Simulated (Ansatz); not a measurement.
Ba2Tl5V3O12:

```xyz
22
Lattice="9.9367 0.0000 0.0000 0.0000 9.9367 0.0000 0.0000 0.0000 6.6555" Properties=species:S:1:pos:R:3 pbc="T T T"
Ba    0.0000    4.9683    0.0000
Ba    4.9683    0.0000    0.0000
V     4.9683    4.9683    0.0000
V     4.9683    0.0000    3.3278
V     0.0000    4.9683    3.3278
Tl    0.0000    0.0000    3.3278
Tl    6.6895    3.2472    3.0625
Tl    3.2472    6.6895    3.0625
Tl    6.6895    6.6895    3.5930
Tl    3.2472    3.2472    3.5930
O     3.9596    5.9771    0.9752
O     5.9771    3.9596    0.9752
O     5.9771    5.9771    5.6804
O     3.9596    3.9596    5.6804
O     5.9579    0.9015    2.2349
O     3.9787    0.9015    4.4207
O     5.9579    9.0352    4.4207
O     3.9787    9.0352    2.2349
O     0.9015    5.9579    2.2349
O     0.9015    3.9787    4.4207
O     9.0352    5.9579    4.4207
O     9.0352    3.9787    2.2349
```

The cell was built by a generator and needn't be a form met in nature.

* Program: Ansatz 0.2.0
* Task: relaxation of cell and atoms
* Functional: PBE
* Dispersion: D4
* Potentials or basis: Ansatz PAW
* Cutoff: 420 eV (not typed: the program's choice for these potentials)
* k mesh: 2 × 2 × 3
* Occupations: fermi-dirac, width 0.05 eV
* Spin: collinear spin, ferromagnetic start
* Starting moments: [0.0, 0.0, 2.0, 2.0, 2.0, 0.0, 0.0, 0.0, 0.0, 0.0, 0.0, 0.0, 0.0, 0.0, 0.0, 0.0, 0.0, 0.0, 0.0, 0.0, 0.0, 0.0] μB

At the start: volume 29.87 Å³/atom.

Task: How do energy, volume and symmetry change on relaxing?

Result: It ends after 9 steps and the volume is 28.06 Å³/atom (-6.1 %); space group P-42m (No. 111, to 0.05 Å); moment 0.00 μB per cell.

The path:
```
step  energy change (eV)  largest force (eV/Å)  volume (Å³)
   1              0.0000                0.0567       657.15
   2             -0.0880                0.1727       624.48
   3             -0.1163                0.0590       627.69
   4             -0.1249                0.0284       624.93
   5             -0.1298                0.0237       622.21
   6             -0.1292                0.0029       622.81
   7             -0.0931                0.0030       622.81
   8             -0.1029                0.0103       617.26
   9             -0.0944                0.0102       617.26
```

Final structure:
```
Ba V Tl O
1.0
     9.66374    0.00000    0.00000
     0.00000    9.66374    0.00000
     0.00000    0.00000    6.60969
Ba V Tl O
2 3 5 12
Direct
  0.00000 0.50000 0.00000
  0.50000 0.00000 0.00000
  0.50000 0.50000 0.00000
  0.50000 0.00000 0.50000
  0.00000 0.50000 0.50000
  0.00000 0.00000 0.50000
  0.67250 0.32750 0.47296
  0.32750 0.67250 0.47296
  0.67250 0.67250 0.52704
  0.32750 0.32750 0.52704
  0.39608 0.60392 0.14872
  0.60392 0.39608 0.14872
  0.60392 0.60392 0.85128
  0.39608 0.39608 0.85128
  0.60340 0.09187 0.33535
  0.39660 0.09187 0.66465
  0.60340 0.90813 0.66465
  0.39660 0.90813 0.33535
  0.09187 0.60340 0.33535
  0.09187 0.39660 0.66465
  0.90813 0.60340 0.66465
  0.90813 0.39660 0.33535
```

Caveat: the plane-wave basis is chosen anew once the cell has moved, so the energies of steps on either side of that aren't comparable; the starting moments weren't kept.
